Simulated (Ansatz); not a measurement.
# C2H7AlOSi: the cost of one run

All numbers below are computed with Ansatz 0.2.0 (RKS PBE0-D4/STO-3G).

### Step 1. The system as given

Bond lengths: C1–Al2 1.947 Å, Al2–C3 2.012 Å, C3–O4 1.431 Å, Al2–Si5 2.290 Å, O4–Si5 1.741 Å, C1–H6 1.163 Å, C1–H7 1.074 Å, C1–H8 1.121 Å, C3–H9 1.065 Å, C3–H10 1.144 Å, Si5–H11 1.470 Å, Si5–H12 1.438 Å. Angles (14 of 22 angles, heavy atoms first): C1–Al2–C3 135.0°, C1–Al2–Si5 133.5°, C3–Al2–Si5 68.7°, Al2–C3–O4 105.6°, C3–O4–Si5 100.1°, Al2–Si5–O4 85.5°, Al2–C1–H6 110.0°, Al2–C1–H7 112.9°, Al2–C1–H8 108.6°, Al2–C3–H9 110.9°, Al2–C3–H10 108.3°, O4–C3–H9 115.8°, O4–C3–H10 105.6°, Al2–Si5–H11 112.7°.

Structure file:

```xyz
12

C    -1.4565    0.4545    1.6710
Al    0.1504    0.1909    0.6029
C     0.8165    0.8930   -1.1610
O     1.3018   -0.2505   -1.8716
Si    0.8889   -1.5089   -0.7417
H    -1.5100    1.5545    2.0458
H    -1.5123   -0.2116    2.5121
H    -2.3505    0.3598    1.0012
H     0.0616    1.4599   -1.6540
H     1.7350    1.5459   -0.9635
H     2.1089   -2.1489   -0.2292
H    -0.1568   -2.3939   -1.1780
```

### Step 2. Relaxing the start

File input.yaml:

```yaml
crystal:
  periodic: [false, false, false]
  atoms:
    - { symbol: C, position_ang: [-1.4565, 0.4545, 1.671] }
    - { symbol: Al, position_ang: [0.1504, 0.1909, 0.6029] }
    - { symbol: C, position_ang: [0.8165, 0.893, -1.161] }
    - { symbol: O, position_ang: [1.3018, -0.2505, -1.8716] }
    - { symbol: Si, position_ang: [0.8889, -1.5089, -0.7417] }
    - { symbol: H, position_ang: [-1.51, 1.5545, 2.0458] }
    - { symbol: H, position_ang: [-1.5123, -0.2116, 2.5121] }
    - { symbol: H, position_ang: [-2.3505, 0.3598, 1.0012] }
    - { symbol: H, position_ang: [0.0616, 1.4599, -1.654] }
    - { symbol: H, position_ang: [1.735, 1.5459, -0.9635] }
    - { symbol: H, position_ang: [2.1089, -2.1489, -0.2292] }
    - { symbol: H, position_ang: [-0.1568, -2.3939, -1.178] }
basis:
  gaussian: { orbitals: STO-3G }
hamiltonian:
  xc: pbe0
  dispersion: d4
relax:
  f_tol: 0.02
  max_steps: 40
```

The run is started by

```console
ansatz run input.yaml --threads 1 --pin off --max-ram 2048MiB --backend cpu --events-out ev --progress --plain --runs-dir out
```

**Question.** How long does this run take on 1 thread of Arm Neoverse N1, shared host, and how much memory does it need?

About 65 s, with a peak of 0.15 GiB.
